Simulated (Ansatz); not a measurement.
# Ir: the cost of one run

Program: Ansatz 0.2.0 through its Python package. The levels of theory stand in the script. These are calculated values, not measurements.

This is Ir in the hcp structure; at room conditions it is fcc.

## 1. The structure

Symmetry: P6_3/mmc, No. 194, hexagonal system. Conventional cell: a = 2.751 Å, b = 2.751 Å, c = 4.462 Å, α = 90.00°, β = 90.00°, γ = 120.00°. Around Ir (site symmetry -6m2) lie 12 Ir at 2.74 to 2.75 Å.

No structure file is read: the coordinates are typed or built in the script.

## 2. Script

Contents of paw_lapw_ir.py:

```python
"""PAW against all-electron LAPW for Ir."""

import ansatz
import numpy as np
from pymatgen.core import Lattice, Structure
from pymatgen.io.ase import AseAtomsAdaptor


def count_gap(report):
    # lowest empty less highest filled band, counting bands; zero where they overlap
    return max(report.get("gap_by_band_count_ev") or 0.0, 0.0)

pmg_structure = Structure(
    Lattice([(2.75138, 0.0, 0.0), (-1.37569, 2.38276, 0.0), (0.0, 0.0, 4.46229)]),
    ["Ir", "Ir"],
    [
        (2 / 3, 1 / 3, 0.75),
        (1 / 3, 2 / 3, 0.25),
    ],
)
system = ansatz.Crystal.from_ase(AseAtomsAdaptor.get_atoms(pmg_structure))

calculation = (
    system.calculation()
    .mixing("anderson")
    .functional(ansatz.Functional.PBESOL)
    .kpoints(6, 6, 3)
    .occupations(ansatz.OccupationsMethod.FERMI_DIRAC, width=0.05)
    .stress()
    .forces()
    .band_table()
)
variants = {
    "PAW": calculation.pseudopotentials("paw"),
    "LAPW": calculation.pseudopotentials("all_electron", lapw=True),
}
# totals differ by the cores that each treatment holds, so compare what does not depend on them
rows = []
for label, variant in variants.items():
    summary = variant.run(threads=1, pin="off").report
    levels = np.array(summary["eigenvalues_ev"][0]) - summary["fermi_energy_ev"]
    print(label, "levels at the first k-point near E_F:", np.round(levels[np.abs(levels) < 5], 3))
    rows.append((label, summary["n_electrons"], np.trace(summary["stress_gpa"]) / 3, count_gap(summary)))
print("     treatment  electrons in bands           P GPa  gap by band count eV")
for row in rows:
    print(f"{str(row[0]):>14s}  {row[1]:18.1f}  {row[2]:14.3f}  {row[3]:20.3f}")
```

## 3. What the engine is handed

The package turns the script's settings into the engine's input (first run):

```yaml
crystal:
  lattice:
    - [2.75138, 0.0, 0.0]
    - [-1.37569, 2.38276, 0.0]
    - [0.0, 0.0, 4.46229]
  atoms:
    - { symbol: Ir, position: [0.6666666666666666, 0.3333333333333333, 0.75] }
    - { symbol: Ir, position: [0.3333333333333333, 0.6666666666666666, 0.25] }
kpoints:
  mp_grid:
    grid: [6, 6, 3]
hamiltonian:
  xc: pbesol
  pseudopotentials:
    kind: paw
scf:
  mixing:
    algorithm: anderson
  occupations:
    method: fermi_dirac
    width: 0.05
output:
  forces: true
  stress: true
  eigenvalues: true
```

## 4. Launch

The run is started by

```console
$ python paw_lapw_ir.py
```

What time and memory should one allow on 1 thread of Arm Neoverse V1, shared host?

About 11 s, with a peak of 0.48 GiB.
